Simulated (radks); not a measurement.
# Nuclear size and the levels of Ru³⁺

Aim: how the total energy, the levels and the density at the nucleus of Ru³⁺ respond when the nuclear radius is scaled.

Method: Dirac Kohn-Sham, PBE, spin-unpolarised, spherical densities, finite nucleus; open shells are shared between the two j in proportion to 2j + 1. Code: radks (a radial shooting solver on a logarithmic mesh, Libxc functionals) version 1.

## 1. The system

* element: ruthenium (Z = 44)
* charge: +3
* electrons: 41
* configuration: [Kr] 4d5
* nuclear rms radius: 4.4809 fm

Outer shells as boxes (Hund's rule):

Ru³⁺
```
[Kr] core
4d [↑ ][↑ ][↑ ][↑ ][↑ ]
```

In the logs a row gives level, spin channel, occupation and eigenvalue; Etot, Ekin, Encl (electron-nucleus), Eh (Hartree) and Exc are energies, all in hartree; err is the last residual, it the number of iterations.

## 2. rms radius 4.4809 fm

Settings of this run:

```text
Z 44
configuration [Kr] 4d5 5s0 5p0
relativity Dirac
functional pbe,pbe
spin unpolarised
j_filling average
nucleus finite rms 4.4809 fm
c 137.035999084
```

Started as:

```bash
$ python run_ks.py task.json out
```

The same process makes all the runs of this session.

The program printed:

```text
1s1/2   1   2.0000        -807.04574216
2s1/2   1   2.0000        -117.13631768
2p1/2   1   2.0000        -108.33508736
2p3/2   1   4.0000        -103.52385856
3s1/2   1   2.0000         -21.70376316
3p1/2   1   2.0000         -18.28947910
3p3/2   1   4.0000         -17.47288281
3d3/2   1   4.0000         -11.43125821
3d5/2   1   6.0000         -11.27212268
4s1/2   1   2.0000          -4.07998601
4p1/2   1   2.0000          -3.05339600
4p3/2   1   4.0000          -2.92511981
4d3/2   1   2.0000          -1.38155928
4d5/2   1   3.0000          -1.36630130
5s1/2   1   0.0000          -1.05618726
5p1/2   1   0.0000          -0.82174142
5p3/2   1   0.0000          -0.80377022
Etot -4529.403204113924
Ekin 4713.383888058563
Encl -10904.676092901673
Eh 1794.4766985297997
Exc -132.58769780061354
err 8.064176290155252e-09
it 14
```

Wall time 0.11 s (1 thread of AMD EPYC 7R43, shared host); peak memory 0.24 GiB.

4d5/2 is the highest filled level (-37.179 eV).

Sizes of the orbitals, from the radial functions (bohr):

```csv
level,occupation,energy (eV),<r>,outermost maximum (interpolated),90 % within,nodes
4s1/2,2,-111.02,1.010,0.913,1.47,3
4p1/2,2,-83.087,1.089,0.962,1.61,2
4p3/2,4,-79.597,1.118,0.986,1.65,2
4d3/2,2,-37.594,1.431,1.16,2.22,1
4d5/2,3,-37.179,1.444,1.17,2.24,1
5s1/2,0,-28.740,2.534,2.30,3.63,4
5p1/2,0,-22.361,2.900,2.63,4.16,3
5p3/2,0,-21.872,2.958,2.69,4.24,3
```

Radial density 4πr²ρ:

```csv
r (bohr),4πr²ρ (e/bohr)
0.00132,1.628
0.00202,3.418
0.00311,7.036
0.00476,13.59
0.00733,24.58
0.0112,39.13
0.0172,52.71
0.0266,55.89
0.0406,49.08
0.0625,53.01
0.0955,68.99
0.147,57.11
0.225,45.65
0.346,53.34
0.529,24.56
0.815,13.56
1.25,10.88
1.92,2.748
2.93,0.2636
```

## 3. rms radius 3.5982 fm

Settings, as their differences from step 2:

```diff
@@ -6,3 +6,3 @@
 j_filling average
-nucleus finite rms 4.4809 fm
+nucleus finite rms 3.5982 fm
 c 137.035999084
```

The program printed:

```text
1s1/2   1   2.0000        -807.05651061
2s1/2   1   2.0000        -117.13749140
2p1/2   1   2.0000        -108.33502506
2p3/2   1   4.0000        -103.52377989
3s1/2   1   2.0000         -21.70397337
3p1/2   1   2.0000         -18.28946465
3p3/2   1   4.0000         -17.47286518
3d3/2   1   4.0000         -11.43124372
3d5/2   1   6.0000         -11.27210847
4s1/2   1   2.0000          -4.08002389
4p1/2   1   2.0000          -3.05339374
4p3/2   1   4.0000          -2.92511709
4d3/2   1   2.0000          -1.38155806
4d5/2   1   3.0000          -1.36630012
5s1/2   1   0.0000          -1.05619343
5p1/2   1   0.0000          -0.82174131
5p3/2   1   0.0000          -0.80377003
Etot -4529.428727687236
Ekin 4713.489329800406
Encl -10904.808520584536
Eh 1794.4786554306577
Exc -132.58819233376266
err 2.3687060544931386e-09
it 15
```

Wall time 0.11 s (1 thread of AMD EPYC 7R43, shared host); peak memory 0.24 GiB.

Energy against step 2 (rms radius 4.4809 fm): -0.695 eV. The top filled level is 4d5/2, -37.179 eV.

## 4. rms radius 4.3285 fm

Settings, as their differences from step 3:

```diff
@@ -6,3 +6,3 @@
 j_filling average
-nucleus finite rms 3.5982 fm
+nucleus finite rms 4.3285 fm
 c 137.035999084
```

The program printed:

```text
1s1/2   1   2.0000        -807.04774958
2s1/2   1   2.0000        -117.13653647
2p1/2   1   2.0000        -108.33507575
2p3/2   1   4.0000        -103.52384390
3s1/2   1   2.0000         -21.70380234
3p1/2   1   2.0000         -18.28947641
3p3/2   1   4.0000         -17.47287953
3d3/2   1   4.0000         -11.43125551
3d5/2   1   6.0000         -11.27212003
4s1/2   1   2.0000          -4.07999307
4p1/2   1   2.0000          -3.05339558
4p3/2   1   4.0000          -2.92511930
4d3/2   1   2.0000          -1.38155905
4d5/2   1   3.0000          -1.36630108
5s1/2   1   0.0000          -1.05618841
5p1/2   1   0.0000          -0.82174140
5p3/2   1   0.0000          -0.80377019
Etot -4529.407962162058
Ekin 4713.403451186693
Encl -10904.700686701306
Eh 1794.4770633239434
Exc -132.5877899713879
err 8.515833999492214e-09
it 14
```

Run time: 0.11 s. Hardware: 1 thread of AMD EPYC 7R43, shared host; peak memory 0.24 GiB.

E − E(step 2, rms radius 4.4809 fm) = -0.129 eV. Highest occupied level: 4d5/2 at -37.179 eV.

## 5. rms radius 4.6422 fm

Settings, as their differences from step 4:

```diff
@@ -6,3 +6,3 @@
 j_filling average
-nucleus finite rms 4.3285 fm
+nucleus finite rms 4.6422 fm
 c 137.035999084
```

The program printed:

```text
1s1/2   1   2.0000        -807.04355082
2s1/2   1   2.0000        -117.13607884
2p1/2   1   2.0000        -108.33510003
2p3/2   1   4.0000        -103.52387458
3s1/2   1   2.0000         -21.70372038
3p1/2   1   2.0000         -18.28948204
3p3/2   1   4.0000         -17.47288640
3d3/2   1   4.0000         -11.43126115
3d5/2   1   6.0000         -11.27212558
4s1/2   1   2.0000          -4.07997830
4p1/2   1   2.0000          -3.05339646
4p3/2   1   4.0000          -2.92512036
4d3/2   1   2.0000          -1.38155952
4d5/2   1   3.0000          -1.36630154
5s1/2   1   0.0000          -1.05618600
5p1/2   1   0.0000          -0.82174144
5p3/2   1   0.0000          -0.80377026
Etot -4529.398010085402
Ekin 4713.362574288507
Encl -10904.649287490927
Eh 1794.4763003146531
Exc -132.58759719763503
err 8.032774127022749e-09
it 14
```

Run time: 0.11 s. Hardware: 1 thread of AMD EPYC 7R43, shared host; peak memory 0.24 GiB.

Energy against step 2 (rms radius 4.4809 fm): +0.141 eV. Highest occupied level: 4d5/2 at -37.179 eV.

## 6. rms radius 5.3054 fm

Settings, as their differences from step 5:

```diff
@@ -6,3 +6,3 @@
 j_filling average
-nucleus finite rms 4.6422 fm
+nucleus finite rms 5.3054 fm
 c 137.035999084
```

The program printed:

```text
1s1/2   1   2.0000        -807.03382646
2s1/2   1   2.0000        -117.13501898
2p1/2   1   2.0000        -108.33515626
2p3/2   1   4.0000        -103.52394562
3s1/2   1   2.0000         -21.70353057
3p1/2   1   2.0000         -18.28949509
3p3/2   1   4.0000         -17.47290233
3d3/2   1   4.0000         -11.43127423
3d5/2   1   6.0000         -11.27213842
4s1/2   1   2.0000          -4.07994409
4p1/2   1   2.0000          -3.05339850
4p3/2   1   4.0000          -2.92512282
4d3/2   1   2.0000          -1.38156063
4d5/2   1   3.0000          -1.36630260
5s1/2   1   0.0000          -1.05618043
5p1/2   1   0.0000          -0.82174155
5p3/2   1   0.0000          -0.80377044
Etot -4529.3749607696345
Ekin 4713.268455370609
Encl -10904.530798416325
Eh 1794.4745332304744
Exc -132.5871509543943
err 8.027091857199165e-09
it 14
```

Run time: 0.11 s. Hardware: 1 thread of AMD EPYC 7R43, shared host; peak memory 0.24 GiB.

Energy against step 2 (rms radius 4.4809 fm): +0.769 eV. Highest occupied level: 4d5/2 at -37.179 eV.

## 7. What came out

```csv
rms radius (fm),total energy shift (eV),density at nucleus (e/bohr³),1s1/2 shift (meV),2s1/2 shift (meV),4s1/2 shift (meV),4p1/2 shift (meV),5s1/2 shift (meV)
3.5982,-0.695,1.13e+05,-293,-31.9,-1.03,0.0615,-0.168
4.3285,-0.129,1.105e+05,-54.6,-5.95,-0.192,0.0115,-0.0313
4.4809,0,1.101e+05,0,0,0,0,0
4.6422,0.141,1.096e+05,59.6,6.50,0.210,-0.0125,0.0342
5.3054,0.769,1.079e+05,324,35.3,1.14,-0.0680,0.186
```

**Reading.** Shifts are against the first run. Over the range the 1s1/2 level moves by 0.617 eV and the 5s1/2 level by 0.354 meV. A larger nucleus binds the 1s electrons less and lowers the density at its centre. These are shifts of eigenvalues, not the field shifts of spectral lines.
